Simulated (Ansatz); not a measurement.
# Al2CdO6: properties of a relaxed candidate

The task, for Al2CdO6: compute bands, density of states and charges.

Computed with Ansatz 0.2.0 (DFT PBE, scalar-relativistic, plane waves, PAW, unless a step's input says otherwise).

1 further run of the same task is left out (set aside as unsound or not needed).

**1. The starting structure**

Symmetry: Fm-3m, No. 225, cubic system. The conventional cell has a = 7.461 Å, b = 7.461 Å, c = 7.461 Å, α = 90.00°, β = 90.00°, γ = 90.00°. Around Al (site symmetry -43m) lie 6 O at 1.87 Å. Around Cd (site symmetry m-3m) lie 12 O at 2.64 Å. Around O (site symmetry mmm) lie 2 Al at 1.87 Å and 2 Cd at 2.64 Å.

Structure file:

```cif
data_structure
_symmetry_space_group_name_H-M 'P 1'
_symmetry_Int_Tables_number 1
_cell_length_a 5.2760
_cell_length_b 5.2760
_cell_length_c 5.2760
_cell_angle_alpha 60.000
_cell_angle_beta 60.000
_cell_angle_gamma 60.000
_cell_volume 103.85
loop_
_atom_site_label
_atom_site_type_symbol
_atom_site_fract_x
_atom_site_fract_y
_atom_site_fract_z
_atom_site_occupancy
Al1 Al 0.75000 0.75000 0.75000 1
Al2 Al 0.25000 0.25000 0.25000 1
Cd1 Cd 0.00000 0.00000 0.00000 1
O1 O 0.50000 0.00000 0.00000 1
O2 O 0.00000 0.50000 0.50000 1
O3 O 0.00000 0.50000 0.00000 1
O4 O 0.50000 0.00000 0.50000 1
O5 O 0.00000 0.00000 0.50000 1
O6 O 0.50000 0.50000 0.00000 1
```

It is the end of an earlier relaxation with the same method, from a generated guess; it needn't be the stable form of this composition. At a tolerance of 0.05 Å it has space group Fm-3m (No. 225); it has 11.54 Å³/atom, an uncorrected energy of -1.36 eV/atom over the elements.

**2. Bands, states and charges**

Input file input.yaml:

```yaml
crystal:
  lattice:
    - [0.0, 3.7307199893, 3.7307199893]
    - [3.7307199893, 0.0, 3.7307199893]
    - [3.7307199893, 3.7307199893, 0.0]
  atoms:
    - { symbol: Al, position: [0.75, 0.75, 0.75] }
    - { symbol: Al, position: [0.25, 0.25, 0.25] }
    - { symbol: Cd, position: [0.0, 0.0, 0.0] }
    - { symbol: O, position: [0.5, 0.0, 0.0], spin: 0.65 }
    - { symbol: O, position: [0.0, 0.5, 0.5], spin: 0.65 }
    - { symbol: O, position: [0.0, 0.5, 0.0], spin: 0.65 }
    - { symbol: O, position: [0.5, 0.0, 0.5], spin: 0.65 }
    - { symbol: O, position: [0.0, 0.0, 0.5], spin: 0.65 }
    - { symbol: O, position: [0.5, 0.5, 0.0], spin: 0.65 }
basis:
  ecutwfc: 420
kpoints:
  mp_grid: { grid: [10, 10, 10] }
  band_path:
    path:
      - [[0.0, 0.0, 0.0], [0.5, 0.0, 0.5], [0.625, 0.25, 0.625]]
      - [[0.375, 0.375, 0.75], [0.0, 0.0, 0.0], [0.5, 0.5, 0.5], [0.5, 0.25, 0.75], [0.5, 0.0, 0.5]]
    npoints: 14
hamiltonian:
  xc: pbe
scf:
  occupations: { method: gaussian, width: 0.1 }
  n_extra_bands: 22
output:
  forces: true
  stress: true
  eigenvalues: true
  populations: true
  dos: { projected: true, de: 0.02, nscf_kmesh: { grid: [12, 12, 12] } }
  bader: true
magnetization:
  spin_polarized: true
checkpoint:
  read: start.run
  write: ck
  compress: false
  write_wavefunctions: false
  write_every: 100000
```

Started as:

```
> ansatz run input.yaml --threads 1 --pin off --max-ram 2048MiB --backend cpu --events-out ev --progress --plain --runs-dir out
```

The log of the run, shortened:

```text
Warning: RAYON_NUM_THREADS=1 ignored (pool sized by the plan → 1); use --threads N
scf.n_extra_bands = 22 over 31 filled bands (N_el = 62.0): the run solves 53 bands
[...]
Pseudopotentials: kind: paw
Pseudopotential: Al, paw, valence charge 3, recommended cutoff 420 eV (normal), Al.paw.azcp
Pseudopotential: Cd, paw, valence charge 20, recommended cutoff 420 eV (normal), Cd.paw.azcp
Pseudopotential: O, paw, valence charge 6, recommended cutoff 420 eV (normal), O.paw.azcp
Functional definition: PBE
[...]
Crystal: 9 atoms, lattice volume = 103.850 Å³
Basis set: ecut = 420 eV, 2085 PW (Γ), exchange–correlation on 72×72×72 points (8 copies of the dense FFT grid, shifted against one another)
Bands: 53, of which v1, the nominal top of the filled ones, is band 31 counted from 1 (30 counted from 0)
Symmetry: 48 space group operations
Space group: Fm-3m (ITA 225), of the structure as read, at distance tolerance 4.7e-5 Å
Magnetic group: BNS 225.116 (UNI 1618), of the structure as read, at distance tolerance 4.7e-5 Å
k-points: 47 of 1000
[...]
Starting moments: Σ|m| = 3.9 μB on 6 of 9 sites; this step starts from the density that it was given
[...]
SCF iter   1: F=—  HF=-12731.502395 eV  |F-HF|=—  |Δ(HF+E_count)|=         —  Δρ=1.88e-7 (↑1.75e-7 ↓1.88e-7)  dr2=7.82e-11  dr2_m=1.75e-12  M=4.000 μB ∫|m|=4.233 μB  β_m=0.30  ethr=7.18e-8  ⟨swp⟩=5.4  Hψ=36707  notcnv=0  defer=1
[...]
  atom   1  Al    -0.00000000    -0.00000000    -0.00000000
  atom   2  Al     0.00000000    -0.00000000    -0.00000000
  atom   3  Cd     0.00000000     0.00000000     0.00000000
  atom   4  O      0.00000000    -0.00000000    -0.00000000
  atom   5  O      0.00000000    -0.00000000     0.00000000
  atom   6  O      0.00000000    -0.00000000    -0.00000000
  atom   7  O      0.00000000    -0.00000000    -0.00000000
  atom   8  O      0.00000000     0.00000000    -0.00000000
[...]
--- Stress (GPa, compression-positive) ---
       -0.003091      -0.000000       0.000000
        0.000000      -0.003091       0.000000
        0.000000      -0.000000      -0.003091
  P = ⅓ Tr σ = -0.0031 GPa (-0.031 kbar)
--- Band table (eV; the first three rows and the last of 94) ---
[...]
--- Löwdin populations: 9 sites ---
  site symbol       q [e]    m [muB]
     0     Al      1.8549    -0.0679
     1     Al      1.8549    -0.0679
     2     Cd     18.3832    -0.0283
     3      O      6.5914     0.7021
     4      O      6.5914     0.7021
     5      O      6.5914     0.7021
     6      O      6.5914     0.7021
     7      O      6.5914     0.7021
     8      O      6.5914     0.7021
  spilling = 0.005785 (of n_electrons = 62.000000)
--- Bader charges: 9 sites ---
  site symbol  charge [e]  shift [e]    m [muB]
     0     Al      2.5686     0.0019    -0.0127
     1     Al      2.5685     0.0019    -0.0127
     2     Cd      1.3581     0.0001    -0.0337
     3      O     -1.0825     0.0006     0.6765
     4      O     -1.0825     0.0006     0.6765
     5      O     -1.0825     0.0006     0.6765
     6      O     -1.0825     0.0006     0.6765
     7      O     -1.0825     0.0006     0.6765
     8      O     -1.0825     0.0006     0.6765
  estimated error of the sums over rays = 1.5e-4 e
```

It took 2 min on 1 thread of Arm Neoverse V2, shared host; peak memory 0.65 GiB.

start.run is the saved state of the run that this one goes on from.

Per atom:

```
atom  moment in the atom's sphere (μB)  Löwdin electrons  Bader charge (e)  Bader volume (Å³)
 Al1                             -0.01              1.85             +2.57                3.1
 Al2                             -0.01              1.85             +2.57                3.1
 Cd3                             -0.01             18.38             +1.36               14.3
  O4                              0.59              6.59             -1.08               13.7
  O5                              0.59              6.59             -1.08               13.7
  O6                              0.59              6.59             -1.08               13.7
  O7                              0.59              6.59             -1.08               13.7
  O8                              0.59              6.59             -1.08               13.7
  O9                              0.59              6.59             -1.08               13.7
```

The Löwdin counts miss 0.36 of the 62 electrons, which the atomic orbitals do not span, so they are no charges.

From bands.tsv, the levels nearest the Fermi level at the path's corners, in eV from the Fermi level:

```
point  band 27 dn  band 33 up  band 28 dn  band 29 dn  band 30 dn  band 31 dn  band 32 dn  band 33 dn
    Γ       -0.25       -0.34        0.09        0.09        0.09        1.20        1.20        1.20
    X       -0.72       -0.29       -0.69       -0.69       -0.34        0.20        0.20        1.18
    U       -0.70       -0.52       -0.66       -0.34       -0.28        0.10        0.28        0.95
    K       -0.70       -0.52       -0.66       -0.34       -0.28        0.10        0.28        0.95
    Γ       -0.25       -0.34        0.09        0.09        0.09        1.20        1.20        1.20
    L       -1.31       -0.75        0.07        0.34        0.34        0.54        0.54        0.81
    W       -0.89       -0.74       -0.40       -0.27       -0.27       -0.08        0.37        0.80
    X       -0.72       -0.29       -0.69       -0.69       -0.34        0.20        0.20        1.18
```

States per cell in windows of 1 eV, from dos.tsv and pdos.tsv (zero at the Fermi level):

| from | to | total | Cd 4d | O 2p |
| --- | --- | --- | --- | --- |
| -7 | -6 | 9.04 | 7.94 | 0.87 |
| -6 | -5 | 2.28 | 0.20 | 1.65 |
| -5 | -4 | 3.82 | 0.13 | 2.99 |
| -4 | -3 | 5.83 | 0.11 | 4.94 |
| -3 | -2 | 5.60 | 0.07 | 5.14 |
| -2 | -1 | 7.48 | 0.08 | 7.16 |
| -1 | 0 | 6.25 | 0.07 | 6.06 |
| 0 | 1 | 3.54 | 0.01 | 3.47 |
| 1 | 2 | 0.43 | 0.00 | 0.41 |
| 2 | 3 | 0.20 | 0.00 | 0.03 |
| 3 | 4 | 0.51 | 0.00 | 0.11 |
| 4 | 5 | 1.16 | 0.00 | 0.31 |
| 5 | 6 | 0.11 | 0.00 | 0.04 |

Below -7 eV lie 22 or so more states.

**3. Variant: preconditioner none**

Input file input.yaml:

```yaml
crystal:
  lattice:
    - [0.0, 3.7307199893, 3.7307199893]
    - [3.7307199893, 0.0, 3.7307199893]
    - [3.7307199893, 3.7307199893, 0.0]
  atoms:
    - { symbol: Al, position: [0.75, 0.75, 0.75] }
    - { symbol: Al, position: [0.25, 0.25, 0.25] }
    - { symbol: Cd, position: [0.0, 0.0, 0.0] }
    - { symbol: O, position: [0.5, 0.0, 0.0], spin: 0.65 }
    - { symbol: O, position: [0.0, 0.5, 0.5], spin: 0.65 }
    - { symbol: O, position: [0.0, 0.5, 0.0], spin: 0.65 }
    - { symbol: O, position: [0.5, 0.0, 0.5], spin: 0.65 }
    - { symbol: O, position: [0.0, 0.0, 0.5], spin: 0.65 }
    - { symbol: O, position: [0.5, 0.5, 0.0], spin: 0.65 }
basis:
  ecutwfc: 420
kpoints:
  mp_grid: { grid: [10, 10, 10] }
hamiltonian:
  xc: pbe
scf:
  occupations: { method: gaussian, width: 0.1 }
  mixing: { preconditioner: none }
output:
  forces: true
  eigenvalues: true
  stress: true
magnetization:
  spin_polarized: true
```

Started as:

```
> ansatz run input.yaml --threads 1 --pin off --max-ram 2048MiB --backend cpu --events-out ev --progress --plain --runs-dir out
```

The log of the run:

```text
Warning: RAYON_NUM_THREADS=1 ignored (pool sized by the plan → 1); use --threads N
Engine: ansatz 0.2.0, aarch64-unknown-linux-gnu
[... 5 set-up lines as earlier in the session ...]
  parameter kappa = 0.804
  parameter beta = 0.06672455060314922
  exchange = pbe_x(kappa = kappa, mu = beta*pi^2/3)
  correlation = pbe_c(beta = beta)
Crystal: 9 atoms, lattice volume = 103.850 Å³
Basis set: ecut = 420 eV, 2085 PW (Γ), exchange–correlation on 72×72×72 points (8 copies of the dense FFT grid, shifted against one another)
Bands: 42, of which v1, the nominal top of the filled ones, is band 31 counted from 1 (30 counted from 0)
[... 2 set-up lines as earlier in the session ...]
Magnetic group: BNS 225.116 (UNI 1618), of the structure as read, at distance tolerance 4.7e-5 Å
k-points: 47 of 1000
Non-local potential: Al, projectors of the file, l = 0: 2, l = 1: 2, l = 2: 1
Non-local potential: Cd, projectors of the file, l = 0: 3, l = 1: 2, l = 2: 2, l = 3: 1
Non-local potential: O, projectors of the file, l = 0: 2, l = 1: 2, l = 2: 1
PAW form: soft (Blöchl's): semilocal exchange-correlation on the pseudo side does not see the compensation charge
PAW one-centre angular grid: Al, 110 points (default); XC on 64 Gauss nodes
PAW one-centre angular grid: Cd, 590 points (default); XC on 64 Gauss nodes
PAW one-centre angular grid: O, 110 points (default); XC on 64 Gauss nodes
Initial density: superposition of atomic densities (chi_scale 0.1, normalization cell, long waves kept (reshape's long-wave potential 0.08 eV rms))
Starting moments: Σ|m| = 3.9 μB on 6 of 9 sites
Initial wavefunctions: pseudopotential atomic-orbital guess
Functional: x = pbe(κ = 0.804, μ = 0.2195149727645171), c = pbe(β = 0.06672455060314922)
SCF iter   1: F=—  HF=-12734.956906 eV  |F-HF|=—  |Δ(HF+E_count)|=         —  Δρ=6.09e-2 (↑5.03e-2 ↓6.09e-2)  dr2=9.77e0  dr2_m=3.48e-1  M=3.524 μB ∫|m|=3.711 μB  β_m=1.00  ethr=3.10e-3  ⟨swp⟩=6.6  Hψ=16078  notcnv=0  defer=107
SCF iter   2: F=—  HF=-12731.861468 eV  |F-HF|=—  |Δ(HF+E_count)|=    3.10e0  Δρ=2.52e-2 (↑2.34e-2 ↓2.52e-2)  dr2=1.66e0  dr2_m=6.34e-2  M=3.955 μB ∫|m|=4.144 μB  β_m=1.00  ethr=3.10e-3  ⟨swp⟩=3.0  Hψ=8691  notcnv=0  defer=340
spin-set hold released at iteration 2 (site moments show no strong build): the magnetisation degrees of freedom join the quasi-Newton model from the next iteration; the mixer history was kept
SCF iter   3: F=—  HF=-12731.412607 eV  |F-HF|=—  |Δ(HF+E_count)|=   4.49e-1  Δρ=1.01e-2 (↑9.80e-3 ↓1.01e-2)  dr2=1.47e-1  dr2_m=3.01e-3  M=4.000 μB ∫|m|=4.207 μB  β_m=0.30  ethr=2.67e-3  ⟨swp⟩=2.9  Hψ=6640  notcnv=0  defer=340
SCF iter   4: F=—  HF=-12731.453395 eV  |F-HF|=—  |Δ(HF+E_count)|=   4.08e-2  Δρ=5.96e-3 (↑4.54e-3 ↓5.96e-3)  dr2=2.53e-2  dr2_m=1.10e-2  M=4.000 μB ∫|m|=4.206 μB  β_m=0.49  ethr=2.36e-4  ⟨swp⟩=2.1  Hψ=6578  notcnv=0  defer=343
SCF iter   5: F=—  HF=-12731.498914 eV  |F-HF|=—  |Δ(HF+E_count)|=   4.55e-2  Δρ=2.33e-3 (↑2.33e-3 ↓1.76e-3)  dr2=2.39e-3  dr2_m=3.26e-3  M=4.000 μB ∫|m|=4.228 μB  β_m=0.53  ethr=4.07e-5  ⟨swp⟩=2.1  Hψ=6847  notcnv=0  defer=333
SCF iter   6: F=—  HF=-12731.502459 eV  |F-HF|=—  |Δ(HF+E_count)|=   3.54e-3  Δρ=7.05e-4 (↑4.97e-4 ↓7.05e-4)  dr2=2.98e-4  dr2_m=2.02e-4  M=4.000 μB ∫|m|=4.234 μB  β_m=0.69  ethr=3.86e-6  ⟨swp⟩=2.0  Hψ=6072  notcnv=0  defer=333
SCF iter   7: F=—  HF=-12731.502536 eV  |F-HF|=—  |Δ(HF+E_count)|=   7.77e-5  Δρ=1.71e-4 (↑1.25e-4 ↓1.71e-4)  dr2=2.42e-5  dr2_m=1.36e-5  M=4.000 μB ∫|m|=4.234 μB  β_m=0.70  ethr=4.81e-7  ⟨swp⟩=2.4  Hψ=6291  notcnv=0  defer=334
SCF iter   8: F=—  HF=-12731.502393 eV  |F-HF|=—  |Δ(HF+E_count)|=   1.43e-4  Δρ=7.35e-5 (↑7.35e-5 ↓3.89e-5)  dr2=3.03e-6  dr2_m=2.23e-6  M=4.000 μB ∫|m|=4.233 μB  β_m=0.73  ethr=3.90e-8  ⟨swp⟩=2.3  Hψ=6216  notcnv=0  defer=334
SCF iter   9: F=—  HF=-12731.502394 eV  |F-HF|=—  |Δ(HF+E_count)|=   2.98e-7  Δρ=1.88e-5 (↑1.88e-5 ↓1.86e-5)  dr2=1.09e-7  dr2_m=2.94e-7  M=4.000 μB ∫|m|=4.233 μB  β_m=0.86  ethr=4.89e-9  ⟨swp⟩=2.0  Hψ=5719  notcnv=0  defer=334
SCF iter  10: F=-12731.502394 eV  HF=-12731.502394 eV  |F-HF|=3.10e-9  |Δ(HF+E_count)|=   1.30e-7  Δρ=4.04e-6 (↑2.19e-6 ↓4.04e-6)  dr2=9.31e-9  dr2_m=7.40e-9  M=4.000 μB ∫|m|=4.233 μB  ethr=1.61e-10  ⟨swp⟩=14.3  Hψ=18596  notcnv=0
SCF 1 converged in 10 iterations: F = -12731.502394 eV  dr2 = 9.31e-9
SCF converged after 10 iterations
Magnetization: 4.0000 μB (33.0000 up, 29.0000 down)
Absolute magnetization: 4.2333 μB (∫|ρ↑−ρ↓|, with the PAW one-centre terms)
Spin contamination: 0.0183 ħ² per cell (⟨S²⟩ above its minimum at these occupations)
Per-site moments (μB) at R_I (Å): [(-0.009124241943673674, 0.7694609977931248), (-0.009124241943673752, 0.7694609977931249), (-0.007994464800884322, 1.0881821787961716), (0.5888473094097174, 0.7694609977931248), (0.588847309409717, 0.7694609977931249), (0.5888473094097166, 0.7694609977931248), (0.5888473094097175, 0.7694609977931249), (0.5888473094097175, 0.7694609977931248), (0.5888473094097169, 0.7694609977931249)]
Free energy (F): -12731.502394 eV
Harris-Foulkes:  -12731.502394 eV  (|F-HF|=3.10e-9)
Internal energy: -12731.475546 eV  (E = F + TS)
E sigma→0 (E₀):  -12731.488970 eV
Entropy (-TS):   -0.026848 eV (-2.983 meV/atom)
Fermi energy:    5.680398 eV
--- Per-component energies (eV) ---
  E_band       = -574.418338
  E_kinetic    = 1601.047667
  E_local      = -5969.728691  (includes V_loc(G=0)·N_el)
  E_nonlocal   = 346.277888
  E_hartree    = 2526.357602
  E_xc         = -695.394824
  E_vxc        = -839.558256  (∫ρ·V_xc dr)
  E_paw        = -5968.333275  (= ΣΔE_a)
  E_vpaw       = -765.191806  (= ΣTr[D̂ρ^β])
  E_aug_tail   = 0.014405  (compensation charges beyond the density's cutoff)
  E_ewald      = -4571.716318
  E_smearing   = -0.026848  (= −TS)
  E_closure    = -0.000000  (closes the sum)
  Σ components = -12731.502394   (vs F -12731.502394, Δ=0.00e0)
--- Forces (eV/Å), atoms counted from 1 ---
  atom   1  Al     0.00000000    -0.00000000     0.00000000
  atom   2  Al    -0.00000000     0.00000000    -0.00000000
  atom   3  Cd    -0.00000000     0.00000000     0.00000000
  atom   4  O      0.00000000    -0.00000000     0.00000000
  atom   5  O      0.00000000    -0.00000000     0.00000000
  atom   6  O      0.00000000     0.00000000     0.00000000
  atom   7  O      0.00000000    -0.00000000    -0.00000000
  atom   8  O      0.00000000     0.00000000     0.00000000
  atom   9  O      0.00000000    -0.00000000     0.00000000
  max |Σ_I F_I| component: 5.06e-19 eV/Å
--- Stress (GPa, compression-positive) ---
       -0.003145      -0.000000      -0.000000
       -0.000000      -0.003145      -0.000000
       -0.000000       0.000000      -0.003145
  P = ⅓ Tr σ = -0.0031 GPa (-0.031 kbar)
--- Band table (eV; the first three rows and the last of 94) ---
  k-point 0 ↑: bands = ["-95.1115", "-56.1982", "-56.1982", "-56.1982", "-13.2652", "-11.6257", "-11.6257", "-11.6257", "-10.9748", "-10.9748", "-1.8312", "-0.9403", "-0.9403", "-0.9322", "-0.9322", "-0.9322", "0.5302", "0.5302", "0.5302", "1.4169", "1.4169", "1.4169", "3.7259", "3.7259", "4.2208", "4.2208", "4.2208", "4.6533", "4.6533", "4.6533", "5.3421", "5.3421", "5.3421", "7.3142", "13.7292", "14.9935", "17.2429", "17.2429", "17.2429", "17.5060", "17.5060", "17.5060"]
  k-point 1 ↑: bands = ["-95.1115", "-56.1982", "-56.1982", "-56.1982", "-13.2313", "-11.6746", "-11.6114", "-11.6114", "-10.9928", "-10.9928", "-1.7500", "-0.9772", "-0.9730", "-0.9730", "-0.9390", "-0.9390", "0.5281", "0.6134", "0.6134", "1.4335", "1.4807", "1.4807", "3.6758", "3.6758", "4.1853", "4.1853", "4.2457", "4.4566", "4.6395", "4.6395", "5.2999", "5.2999", "5.3130", "7.5299", "13.8535", "15.0973", "16.7027", "17.0174", "17.0174", "17.7596", "17.7596", "17.8342"]
  k-point 2 ↑: bands = ["-95.1115", "-56.1982", "-56.1982", "-56.1982", "-13.1315", "-11.8129", "-11.5698", "-11.5698", "-11.0442", "-11.0442", "-1.5454", "-1.0601", "-1.0601", "-1.0578", "-0.9444", "-0.9444", "0.4993", "0.8400", "0.8400", "1.4886", "1.6555", "1.6555", "3.5215", "3.5215", "3.9792", "4.0486", "4.0486", "4.3188", "4.6340", "4.6340", "5.1935", "5.1935", "5.2260", "8.0751", "14.1538", "15.3763", "15.9864", "16.6937", "16.6937", "17.9628", "18.2028", "18.2028"]
  k-point 46 ↓: bands = ["-95.0975", "-56.1859", "-56.1859", "-56.1859", "-11.4439", "-11.2504", "-10.6983", "-10.6590", "-10.1803", "-9.9842", "-1.3501", "-1.2342", "-1.1218", "-1.1211", "-1.0945", "0.6649", "1.0234", "1.5430", "2.0214", "2.1806", "3.0664", "3.4004", "3.4939", "4.0970", "4.5218", "4.7470", "4.8026", "5.2307", "5.2776", "5.5422", "5.6437", "5.9573", "6.5482", "10.8402", "14.3410", "14.9273", "15.4893", "17.0994", "17.5615", "18.0941", "19.5863", "20.1456"]
```

Wall time 27 s (1 thread of Arm Neoverse V2, shared host); peak memory 0.56 GiB.

| run | ending | energy change | pressure (GPa) | gap (eV) | abs. moment (μB) | force (eV/Å) | cycles | time |
| --- | --- | --- | --- | --- | --- | --- | --- | --- |
| step 2 | converged | 0 | 0.0 | 0.00 | 4.23 | 0.00 | - | 2 min |
| variant | converged | 0.0 meV/atom | 0.0 | 0.00 | 4.23 | 0.00 | 10 | 27 s |

Same state: the changed mixing leaves the energy within 0.5 meV/atom.

**4. What came out**

```
                 quantity                          value
                      gap                   none (metal)
states at the Fermi level           5.11 per eV per cell
            Bader charges  Al +2.57, Cd +1.36, O -1.08 e
```

What this shows: There is no gap at this level. Of the projected weight within 0.25 eV of the Fermi level, the largest part is O 2p (99 %). Charge transfer between the atoms is strong (Bader charges up to 2.6 e). Other magnetic orders were not searched.
